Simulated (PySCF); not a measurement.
# CH3FInNO (SMILES [NH2][In]([F])[CH]=O): levels of theory compared

Wanted: a comparison of 6 runs (HF/STO-3G, HF/3-21G, HF/def2-TZVP, wB97X/3-21G, PBE0/def2-SVP, MP2/STO-3G) of CH3FInNO. 

The results are computed with PySCF 2.14.0.

### Step 1. Starting point

CH3FInNO: 8 atoms, total charge 0, spin state singlet. As SMILES, `[NH2][In]([F])[CH]=O`. Geometry: a GFN2-xTB relaxation, a rough one for these elements and not checked as a minimum. This is one conformer, not always the lowest.

Bond lengths: N1–In2 2.104 Å, In2–F3 2.006 Å, In2–C4 2.329 Å, C4–O5 1.177 Å, N1–H6 1.018 Å, N1–H7 1.019 Å, C4–H8 1.105 Å. Angles: N1–In2–F3 111.8°, N1–In2–C4 154.4°, F3–In2–C4 92.4°, In2–C4–O5 127.1°, In2–N1–H6 112.6°, In2–N1–H7 104.5°, In2–C4–H8 107.4°, O5–C4–H8 125.5°, H6–N1–H7 106.7°.

### Step 2. Energy and forces at HF/STO-3G (run 1)

job.py

```python
import pyscf.grad
from pyscf import gto

molecule = gto.M(
    atom=[
    ('N', (-0.690660, 0.615760, 2.042400)),
    ('In', (0.073030, 0.067870, 0.159710)),
    ('F', (2.076520, -0.029940, 0.167110)),
    ('C', (-0.060590, -0.862490, -1.971690)),
    ('O', (-1.037950, -1.093750, -2.584650)),
    ('H', (-1.426100, 1.316050, 1.976940)),
    ('H', (0.094230, 1.058600, 2.517060)),
    ('H', (0.971520, -1.072090, -2.306870)),
],
    max_memory=1860,
    verbose=4,
    charge=0,
    basis='sto-3g',
)

hf = molecule.RHF()
hf.conv_tol = 1e-10
hf.kernel()
if not hf.converged:
    hf = hf.newton().run(hf.mo_coeff, hf.mo_occ)

e_final = hf.e_tot
print('E = %.10f Eh' % e_final)
grad = hf.Gradients().kernel()
dip = hf.dip_moment()
pop, q = hf.mulliken_pop()
```

Started as:

```
$ OMP_NUM_THREADS=1 python job.py
```

Log:

```text
PySCF version 2.14.0

[... 68 lines left out ...]
converged SCF energy = -5947.58836896737
[... 12 lines left out ...]
Dipole moment(X, Y, Z, Debye): -0.79457,  1.90593,  0.27596
[... 59 lines left out ...]
charge of    7H =      0.03731
```

Wall time 5.7 s (1 thread of Intel Xeon at 2.70GHz, shared host); peak memory 0.12 GiB.

### Step 3. Energy and forces at HF/3-21G (run 2)

input.py

```python
# [NH2][In]([F])[CH]=O
from pyscf import gto

system = gto.Mole()
system.atom = '''
N       -0.690660       0.615760       2.042400
In       0.073030       0.067870       0.159710
F        2.076520      -0.029940       0.167110
C       -0.060590      -0.862490      -1.971690
O       -1.037950      -1.093750      -2.584650
H       -1.426100       1.316050       1.976940
H        0.094230       1.058600       2.517060
H        0.971520      -1.072090      -2.306870
'''
system.basis = '3-21g'
system.charge = 0
system.verbose = 4
system.max_memory = 1860
system.build()

myscf = system.RHF()
myscf.conv_tol = 1e-10
myscf.kernel()
if not myscf.converged:
    myscf = myscf.newton().run(myscf.mo_coeff, myscf.mo_occ)

e_tot = myscf.e_tot
print('Final energy', e_tot)
grad = myscf.nuc_grad_method().kernel()
dip = myscf.dip_moment()
pop, q = myscf.mulliken_pop()
```

Started as:

```
$ OMP_NUM_THREADS=1 python input.py
```

Log:

```text
PySCF version 2.14.0

[... 72 lines left out ...]
converged SCF energy = -5981.61090610084
Final energy -5981.610906100845
[... 11 lines left out ...]
Dipole moment(X, Y, Z, Debye): -1.46554,  2.48693,  0.60944
[... 82 lines left out ...]
charge of    7H =      0.19752
```

It took 4.8 s on 1 thread of Intel Xeon at 2.70GHz, shared host; peak memory 0.15 GiB.

Runs 3 to 5 aren't shown in full; the table further down has their settings and results.

### Step 4. Energy and gradient at MP2/STO-3G (run 6)

input.py

```python
from pyscf import gto, scf, mp

system = gto.M(
    atom='''
N   -0.690660   0.615760   2.042400
In   0.073030   0.067870   0.159710
F    2.076520  -0.029940   0.167110
C   -0.060590  -0.862490  -1.971690
O   -1.037950  -1.093750  -2.584650
H   -1.426100   1.316050   1.976940
H    0.094230   1.058600   2.517060
H    0.971520  -1.072090  -2.306870
''',
    verbose=4,
    basis='sto-3g',
    max_memory=1860,
    spin=0,
)

mf = scf.RHF(system)
mf.conv_tol = 1e-10
mf.kernel()
if not mf.converged:
    mf = mf.newton().run(mf.mo_coeff, mf.mo_occ)

pt = mp.MP2(mf, frozen=22).run()
e_tot = pt.e_tot
print(f'total energy: {e_tot:.8f} hartree')
grad = pt.nuc_grad_method().kernel()
mf.analyze()
```

Started as:

```
$ OMP_NUM_THREADS=1 python input.py
```

Log:

```text
PySCF version 2.14.0

[... 77 lines left out ...]
total energy: -5947.79889760 hartree
[... 17 lines left out ...]
MO #1   energy= -986.877004827244  occ= 2
[... 6 lines left out ...]
MO #8   energy= -24.722254711092   occ= 2
[... 6 lines left out ...]
MO #15  energy= -16.5836682044995  occ= 2
[... 6 lines left out ...]
MO #22  energy= -3.05706770291334  occ= 2
[... 6 lines left out ...]
MO #29  energy= -0.564926102950001 occ= 2
[... 6 lines left out ...]
MO #36  energy= -0.419724300986491 occ= 2
[... 6 lines left out ...]
MO #43  energy= 0.259594881869608  occ= 0
[... 6 lines left out ...]
MO #50  energy= 1.02537300315187   occ= 0
[... 61 lines left out ...]
Dipole moment(X, Y, Z, Debye): -0.79457,  1.90593,  0.27596
```

Run time: 6.9 s. Hardware: 1 thread of Intel Xeon at 2.70GHz, shared host; peak memory 0.23 GiB.

### Step 5. Overview of the runs

```tsv
run	level	core potential	integration grid	energy (Eh)	dipole moment (D) of the reference	HOMO energy (eV)	LUMO energy (eV)	wall time
1	HF/STO-3G	–	–	-5947.588369	2.08	-6.24	5.48	5.7 s
2	HF/3-21G	–	–	-5981.610906	2.95	-9.29	0.83	4.8 s
3	HF/def2-TZVP (core potential)	def2-svp	–	-457.681906	2.62	-9.82	0.47	2.1 min
4	wB97X/3-21G	–	5	-5985.455656	2.37	-8.35	0.15	46 s
5	PBE0/def2-SVP (core potential)	def2-svp	5	-459.354192	2.24	-6.82	-2.16	52 s
6	MP2/STO-3G	–	–	-5947.798898	2.08	-6.24	5.48	6.9 s
```

### Step 6. Outcome

```
                                           quantity           value
                                run 6: total energy  -5947.79890 Eh
        run 6: dipole moment (Hartree–Fock density)          2.08 D
         run 6: HOMO energy (Hartree–Fock orbitals)        -6.24 eV
         run 6: LUMO energy (Hartree–Fock orbitals)         5.48 eV
       run 6: HOMO–LUMO gap (Hartree–Fock orbitals)        11.72 eV
run 6: correlation energy (22 core orbitals frozen)      -210.5 mEh
                    run 6: largest force on an atom      9.334 eV/Å
```

What this shows: Over runs 1, 2, 3, 4, 5 the dipole moment (its size) runs from 2.08 D (HF/STO-3G) to 2.95 D (HF/3-21G). Over runs 1, 2, 3, 4, 5 the HOMO–LUMO gap runs from 4.66 eV (PBE0/def2-SVP) to 11.72 eV (HF/STO-3G). The two ends differ in method and basis and core potential. Totals of different functionals can't be ranked against each other. Some runs of one species differ in core potentials or relativity; totals across that change don't compare. In runs 1, 6 the basis is minimal, so the values are rough. In runs 1, 2, 4, 6 relativity is left out where basis or elements ask for it. All runs together took 4 min, the longest 2.1 min.
